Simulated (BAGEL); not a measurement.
# CH6MgOSi (SMILES [CH3][Mg][O][SiH3]) at RI-MP2/cc-pVDZ (density fitting with qzvpp-jkfit)

What is the energy change on altering one bond length of CH6MgOSi at RI-MP2/cc-pVDZ (density fitting with qzvpp-jkfit)? 

Program for the calculation: BAGEL 1.2.2.

34 further runs of the same task are left out: 1 that didn't finish, 33 set aside as unsound or not needed.

### Step 1. The structure to begin with

The species is CH6MgOSi (10 atoms), meant as a singlet with charge 0. As SMILES, `[CH3][Mg][O][SiH3]`. The shape is that of a PBE0-D4/def2-TZVP optimisation.

Bond lengths: C1–Mg2 2.069 Å, Mg2–O3 1.799 Å, O3–Si4 1.610 Å, C1–H5 1.094 Å, C1–H6 1.094 Å, C1–H7 1.094 Å, Si4–H8 1.494 Å, Si4–H9 1.494 Å, Si4–H10 1.493 Å. Some angles: C1–Mg2–O3 179.9°, Mg2–O3–Si4 179.9°, Mg2–C1–H5 111.5°, Mg2–C1–H6 111.5°, Mg2–C1–H7 111.5°, O3–Si4–H8 111.6°, O3–Si4–H9 111.6°, O3–Si4–H10 111.6°, H5–C1–H6 107.4°, H5–C1–H7 107.4°.

### Step 2. A single-point energy at RI-MP2/cc-pVDZ (density fitting with qzvpp-jkfit)

Contents of calc.json:

```json
{ "bagel" : [

{
  "title" : "molecule",
  "basis" : "cc-pvdz.json",
  "df_basis" : "qzvpp-jkfit",
  "angstrom" : true,
  "geometry" : [
    { "atom" : "C", "xyz" : [      -0.546800,       2.432300,      -1.324800 ] },
    { "atom" : "Mg", "xyz" : [      -0.141100,       0.649700,      -0.356200 ] },
    { "atom" : "O", "xyz" : [       0.213300,      -0.900300,       0.486200 ] },
    { "atom" : "Si", "xyz" : [       0.527900,      -2.286900,       1.240900 ] },
    { "atom" : "H", "xyz" : [       0.037600,       2.531000,      -2.244300 ] },
    { "atom" : "H", "xyz" : [      -0.310600,       3.294200,      -0.694000 ] },
    { "atom" : "H", "xyz" : [      -1.602800,       2.508500,      -1.599500 ] },
    { "atom" : "H", "xyz" : [       1.988900,      -2.448800,       1.505400 ] },
    { "atom" : "H", "xyz" : [      -0.173400,      -2.367000,       2.557200 ] },
    { "atom" : "H", "xyz" : [       0.090200,      -3.463800,       0.432300 ] }
  ]
},

{
  "title" : "hf"
},

{
  "title" : "mp2",
  "ncore" : 8
}

]}
```

The basis set cc-pVDZ is read from a file made from the Basis Set Exchange's data (not shown).

The run is started by

```console
$ BAGEL_NUM_THREADS=1 BAGEL calc.json > calc.out
```

Output:

```text
* using 1 threads per process

  ===============================================================
  ===============================================================

  *** Geometry ***

  { "atom" : "C", "xyz" : [     -1.033302,      4.596381,     -2.503509 ] },
  { "atom" : "Mg", "xyz" : [     -0.266640,      1.227755,     -0.673120 ] },
  { "atom" : "O", "xyz" : [      0.403079,     -1.701320,      0.918785 ] },
  { "atom" : "Si", "xyz" : [      0.997586,     -4.321615,      2.344961 ] },
  { "atom" : "H", "xyz" : [      0.071054,      4.782897,     -4.241112 ] },
  { "atom" : "H", "xyz" : [     -0.586949,      6.225136,     -1.311470 ] },
  { "atom" : "H", "xyz" : [     -3.028853,      4.740378,     -3.022617 ] },
  { "atom" : "H", "xyz" : [      3.758476,     -4.627561,      2.844794 ] },
  { "atom" : "H", "xyz" : [     -0.327679,     -4.472982,      4.832408 ] },
  { "atom" : "H", "xyz" : [      0.170453,     -6.545633,      0.816929 ] },

  Number of auxiliary basis functions:      500

  Since a DF basis is specified, we compute 2- and 3-index integrals:
    o Being stored without compression. Storage requirement is 0.035 GB

  Number of basis functions:       94
  Number of electrons      :       46

    * METHOD: MOLECULE                             0.41

  *** RHF ***

  === Nuclear Repulsion ===
   174.8697745296

      * DIIS with orbital gradients will be used.

  === RHF iteration (cc-pvdz.json) ===
      0       -604.56005552          0.01684423           0.15
      1       -604.71401642          0.01267087           0.15
      2       -604.84117156          0.00148911           0.14
      3       -604.84320159          0.00066580           0.14
      4       -604.84354569          0.00010252           0.14
      5       -604.84355743          0.00002529           0.14
      6       -604.84355837          0.00000772           0.14
      7       -604.84355851          0.00000212           0.14
      8       -604.84355852          0.00000061           0.14
      9       -604.84355852          0.00000017           0.13
     10       -604.84355852          0.00000006           0.13
     11       -604.84355852          0.00000001           0.09
     12       -604.84355852          0.00000000           0.09
    * SCF iteration converged.

    * Permanent dipole moment:
           (    0.142914,    -0.620113,     0.337256) a.u.

    * METHOD: HF                                   2.06

  *** RHF ***

  === Nuclear Repulsion ===
   174.8697745296

      * DIIS with orbital gradients will be used.

  === RHF iteration (cc-pvdz.json) ===
      0       -604.84355852          0.00000000           0.09
    * SCF iteration converged.

    * Permanent dipole moment:
           (    0.142914,    -0.620113,     0.337255) a.u.

  === DF-MP2 calculation ===

    * freezing 8 orbitals
    * 3-index integral transformation done
    * assembly done

      MP2 correlation energy:   -0.4737303477      0.07

      MP2 total energy:       -605.3172888657

    * METHOD: MP2                                  0.28

  ===============================================================
```

Wall time 3.3 s (1 thread of Intel Xeon Platinum 8488C (Sapphire Rapids), shared host); peak memory 0.13 GiB.

### Step 3. The distorted shape, same level

Contents of mp2.json:

```json
{ "bagel" : [

{
  "title" : "molecule",
  "basis" : "cc-pvdz.json",
  "df_basis" : "qzvpp-jkfit",
  "angstrom" : true,
  "geometry" : [
    { "atom" : "C", "xyz" : [   -0.018803,    2.394200,   -1.187451 ] },
    { "atom" : "Mg", "xyz" : [    0.386897,    0.611600,   -0.218851 ] },
    { "atom" : "O", "xyz" : [    0.741297,   -0.938400,    0.623549 ] },
    { "atom" : "Si", "xyz" : [    1.055897,   -2.325000,    1.378249 ] },
    { "atom" : "H", "xyz" : [    0.565597,    2.492900,   -2.106951 ] },
    { "atom" : "H", "xyz" : [    0.217397,    3.256100,   -0.556651 ] },
    { "atom" : "H", "xyz" : [   -1.602800,    2.508500,   -1.599500 ] },
    { "atom" : "H", "xyz" : [    2.516897,   -2.486900,    1.642749 ] },
    { "atom" : "H", "xyz" : [    0.354597,   -2.405100,    2.694549 ] },
    { "atom" : "H", "xyz" : [    0.618197,   -3.501900,    0.569649 ] }
  ]
},
{
  "title" : "hf"
},
{
  "title" : "mp2",
  "ncore" : 8
}

]}
```

The basis set cc-pVDZ is read from a file made from the Basis Set Exchange's data (not shown).

The run is started by

```console
$ BAGEL_NUM_THREADS=1 BAGEL mp2.json > mp2.out
```

Output:

```text
* using 1 threads per process

  ===============================================================
  ===============================================================

  *** Geometry ***

  { "atom" : "C", "xyz" : [     -0.035533,      4.524382,     -2.243957 ] },
  { "atom" : "Mg", "xyz" : [      0.731129,      1.155756,     -0.413568 ] },
  { "atom" : "O", "xyz" : [      1.400848,     -1.773319,      1.178337 ] },
  { "atom" : "Si", "xyz" : [      1.995356,     -4.393613,      2.604513 ] },
  { "atom" : "H", "xyz" : [      1.068823,      4.710898,     -3.981560 ] },
  { "atom" : "H", "xyz" : [      0.410821,      6.153137,     -1.051918 ] },
  { "atom" : "H", "xyz" : [     -3.028853,      4.740378,     -3.022617 ] },
  { "atom" : "H", "xyz" : [      4.756246,     -4.699560,      3.104346 ] },
  { "atom" : "H", "xyz" : [      0.670091,     -4.544980,      5.091960 ] },
  { "atom" : "H", "xyz" : [      1.168223,     -6.617632,      1.076481 ] },

  Number of auxiliary basis functions:      500

  Since a DF basis is specified, we compute 2- and 3-index integrals:
    o Being stored without compression. Storage requirement is 0.035 GB

  Number of basis functions:       94
  Number of electrons      :       46

    * METHOD: MOLECULE                             0.41

  *** RHF ***

  === Nuclear Repulsion ===
   173.3264881078

      * DIIS with orbital gradients will be used.

  === RHF iteration (cc-pvdz.json) ===
      0       -604.48442178          0.01609014           0.12
      1       -604.63062137          0.01281049           0.12
      2       -604.76182144          0.00147447           0.11
      3       -604.76423158          0.00065406           0.11
      4       -604.76463824          0.00015971           0.11
      5       -604.76468198          0.00005318           0.11
      6       -604.76468850          0.00001638           0.11
      7       -604.76468919          0.00000361           0.12
      8       -604.76468922          0.00000143           0.11
      9       -604.76468922          0.00000046           0.11
     10       -604.76468922          0.00000010           0.12
     11       -604.76468922          0.00000005           0.12
     12       -604.76468922          0.00000001           0.12
     13       -604.76468922          0.00000000           0.12
    * SCF iteration converged.

    * Permanent dipole moment:
           (   -0.232930,    -0.544520,     0.215616) a.u.

    * METHOD: HF                                   1.90

  *** RHF ***

  === Nuclear Repulsion ===
   173.3264881078

      * DIIS with orbital gradients will be used.

  === RHF iteration (cc-pvdz.json) ===
      0       -604.76468922          0.00000000           0.12
    * SCF iteration converged.

    * Permanent dipole moment:
           (   -0.232931,    -0.544520,     0.215616) a.u.

  === DF-MP2 calculation ===

    * freezing 8 orbitals
    * 3-index integral transformation done
    * assembly done

      MP2 correlation energy:   -0.4777142377      0.10

      MP2 total energy:       -605.2424034553

    * METHOD: MP2                                  0.38

  ===============================================================
```

Wall time 3.3 s (1 thread of Intel Xeon Platinum 8488C (Sapphire Rapids), shared host); peak memory 0.13 GiB.

### Step 4. What came out

Level: RI-MP2/cc-pVDZ (density fitting with qzvpp-jkfit), 8 core orbitals frozen.

| quantity | value |
| --- | --- |
| first shape: total energy | -605.31729 Eh |
| first shape: correlation energy (8 core orbitals frozen) | -473.7 mEh |
| distorted shape: total energy | -605.24240 Eh |
| distorted shape: correlation energy (8 core orbitals frozen) | -477.7 mEh |
| energy change with the C1–H7 bond stretched from 1.094 to 1.641 Å | 2.038 eV |

What this shows: With the C1–H7 bond stretched from 1.094 to 1.641 Å the energy rises by 2.04 eV (47 kcal/mol). The first shape isn't relaxed at this level, so the change isn't measured from a minimum.
